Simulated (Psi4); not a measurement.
# CCSD(T)/STO-3G (sweep point 1) run of AlCl2F (SMILES [F][Al]([Cl])[Cl])

Aim: the vertical ionisation energy of AlCl2F at CCSD(T)/STO-3G (sweep point 1), from 2 runs. 

The calculation is run with Psi4 1.11.

## (1) The structure to begin with

AlCl2F has 4 atoms, charge 0, and is taken as a singlet. As SMILES, `[F][Al]([Cl])[Cl]`. Geometry: a GFN2-xTB relaxation, a rough one for these elements and not checked as a minimum.

Bond lengths: Al1–Cl2 2.019 Å, Al1–Cl3 2.019 Å, Al1–F4 1.655 Å. Angles: Cl2–Al1–Cl3 127.3°, Cl2–Al1–F4 116.4°, Cl3–Al1–F4 116.4°.

## (2) A single-point energy at CCSD(T)/STO-3G (sweep point 1)

alcl2f.dat reads:

```
memory 1600 mb

molecule {
  Al    -0.017680    -0.029510    -0.000030
  Cl     1.994930    -0.186520     0.014240
  Cl    -1.111650     1.666840    -0.016240
  F     -0.865600    -1.450810     0.002030
  symmetry c1
}

set basis STO-3G
set puream true
set scf_type pk
set num_frozen_docc 16

energy("ccsd(t)")
```

Started as:

```sh
$ psi4 alcl2f.dat alcl2f.out -n 1
```

alcl2f.out:

```text
[...]
  Running in c1 symmetry.
[...]
  Nuclear repulsion =  247.327666045466202
[...]
  Multiplicity = 1
[...]
  Nalpha       = 28
  Nbeta        = 28
[...]
    Number of basis functions: 32
[...]
   @RHF iter   1: -1246.30526364075013   -1.56344e+00   1.12758e-02 ADIIS/DIIS
[...]
   @RHF iter  10: -1246.43765663803970   -9.09495e-13   1.77127e-09 DIIS
[...]
    Orbital Energies [Eh]
    ---------------------
    Doubly Occupied:
       1A   -103.646033     2A   -103.645977     3A    -57.967373
       4A    -25.842665     5A    -10.340718     6A    -10.340661
       7A     -7.784024     8A     -7.783969     9A     -7.779461
      10A     -7.779311    11A     -7.779102    12A     -7.779033
      13A     -4.886407    14A     -3.117049    15A     -3.115594
      16A     -3.114843    17A     -1.435399    18A     -1.026283
      19A     -1.007731    20A     -0.551278    21A     -0.488047
      22A     -0.468332    23A     -0.465734    24A     -0.423018
      25A     -0.417135    26A     -0.406818    27A     -0.402835
      28A     -0.402346
[...]
  @RHF Final Energy: -1246.43765663803970
   => Energetics <=
    Nuclear Repulsion Energy =            247.3276660454662021
    One-Electron Energy =               -2227.1362981464808399
    Two-Electron Energy =                 733.3709754629749114
    Total Energy =                      -1246.4376566380396980
[...]
 Multipole Moments:
 ------------------------------------------------------------------------------------
     Multipole            Electronic (a.u.)      Nuclear  (a.u.)        Total (a.u.)
 ------------------------------------------------------------------------------------
 L = 1.  Multiply by 2.5417464519 to convert [e a0] to [Debye]
 Dipole X            :         -0.6718874            0.4703374           -0.2015500
 Dipole Y            :         -1.1254508            0.7882877           -0.3371632
 Dipole Z            :          0.0012755           -0.0010839            0.0001916
 Magnitude           :                                                    0.3928122
[...]
      * MP2 total energy                      = -1246.484926975804910
[...]
      * CCSD total energy                     = -1246.493696209866812
[...]
      * CCSD(T) total energy                  = -1246.497800459100745
[...]
```

Run time: 6.6 s. Hardware: 1 thread of AMD EPYC 7R43 (Zen 3), shared host; peak memory 0.18 GiB.

## (3) The doublet cation at the same level

alcl2f.dat reads:

```
memory 1.6 GB

molecule system {
  1 2
  Al    -0.017680    -0.029510    -0.000030
  Cl     1.994930    -0.186520     0.014240
  Cl    -1.111650     1.666840    -0.016240
  F     -0.865600    -1.450810     0.002030
  units angstrom
  symmetry c1
}

set basis STO-3G
set reference uhf
set puream true
set scf_type pk
set num_frozen_docc 16
set maxiter 150

energy("ccsd(t)")
```

Started as:

```sh
$ psi4 alcl2f.dat alcl2f.out -n 1
```

alcl2f.out:

```text
[...]
  Running in c1 symmetry.
[...]
  Nuclear repulsion =  247.327666045466202
[...]
  Multiplicity = 2
[...]
  Nalpha       = 28
  Nbeta        = 27
[...]
    Number of basis functions: 32
[...]
   @UHF iter   1: -1245.91587574197388   -1.17405e+00   1.09041e-02 ADIIS/DIIS
[...]
   @UHF iter  21: -1246.04919420777242   -1.81899e-12   7.71450e-09 DIIS
[...]
   @S^2 Observed:                7.816261616E-01
[...]
    Orbital Energies [Eh]
    ---------------------
    Alpha Occupied:
       1A   -104.059193     2A   -104.058939     3A    -58.235310
       4A    -26.088812     5A    -10.734671     6A    -10.734430
       7A     -8.186233     8A     -8.185816     9A     -8.173387
      10A     -8.173002    11A     -8.170342    12A     -8.170069
      13A     -5.151129    14A     -3.383532    15A     -3.379784
      16A     -3.378953    17A     -1.651227    18A     -1.353632
      19A     -1.338293    20A     -0.838725    21A     -0.775355
      22A     -0.768509    23A     -0.753657    24A     -0.741778
      25A     -0.722086    26A     -0.673506    27A     -0.665460
      28A     -0.664380
    Alpha Virtual:
[...]
  @UHF Final Energy: -1246.04919420777242
   => Energetics <=
    Nuclear Repulsion Energy =            247.3276660454662021
    One-Electron Energy =               -2209.5562521159008611
    Two-Electron Energy =                 716.1793918626624418
    Total Energy =                      -1246.0491942077721887
  UHF NO Occupations:
  HONO-2 :   26  A 1.9999233
  HONO-1 :   27  A 1.9842214
[...]
 Multipole Moments:
 ------------------------------------------------------------------------------------
     Multipole            Electronic (a.u.)      Nuclear  (a.u.)        Total (a.u.)
 ------------------------------------------------------------------------------------
 L = 1.  Multiply by 2.5417464519 to convert [e a0] to [Debye]
 Dipole X            :         -0.2905669            0.4703374            0.1797705
 Dipole Y            :         -0.4840635            0.7882877            0.3042241
 Dipole Z            :          0.0004048           -0.0010839           -0.0006791
 Magnitude           :                                                    0.3533698
[...]
      * MP2 total energy                      = -1246.111637917649659
[...]
      * CCSD total energy                     = -1246.129127131291625
[...]
      * CCSD(T) total energy                     = -1246.135998607760257
[...]
```

Run time: 14 s. Hardware: 1 thread of AMD EPYC 7R43 (Zen 3), shared host; peak memory 0.18 GiB.

## (4) Outcome

At CCSD(T)/STO-3G (sweep point 1), 16 core orbitals frozen:

```
                                                                  quantity           value
                                              singlet AlCl2F: total energy  -1246.49780 Eh
                       singlet AlCl2F: HOMO energy (Hartree–Fock orbitals)       -10.95 eV
                       singlet AlCl2F: LUMO energy (Hartree–Fock orbitals)         7.45 eV
                     singlet AlCl2F: HOMO–LUMO gap (Hartree–Fock orbitals)        18.40 eV
              singlet AlCl2F: correlation energy (16 core orbitals frozen)       -60.1 mEh
                                            singlet AlCl2F: (T) correction       -4.10 mEh
                                             singlet AlCl2F: T1 diagnostic           0.012
                                              doublet cation: total energy  -1246.13600 Eh
doublet cation: HOMO energy (Hartree–Fock orbitals) (highest over α and β)       -15.84 eV
 doublet cation: LUMO energy (Hartree–Fock orbitals) (lowest over α and β)       -10.13 eV
              doublet cation: correlation energy (16 core orbitals frozen)       -86.8 mEh
                                            doublet cation: (T) correction       -6.87 mEh
                         doublet cation: ⟨S²⟩ of the reference determinant           0.782
                                             doublet cation: T1 diagnostic           0.037
                        vertical ionisation energy (to the doublet cation)        9.845 eV
```

In words: The vertical ionisation energy comes to 9.85 eV (227 kcal/mol). In a minimal basis such a difference can be off by several eV, whatever the method. The triples (singlet AlCl2F) make up 6.8 % of the correlation energy. The triples (doublet cation) make up 7.9 % of the correlation energy.
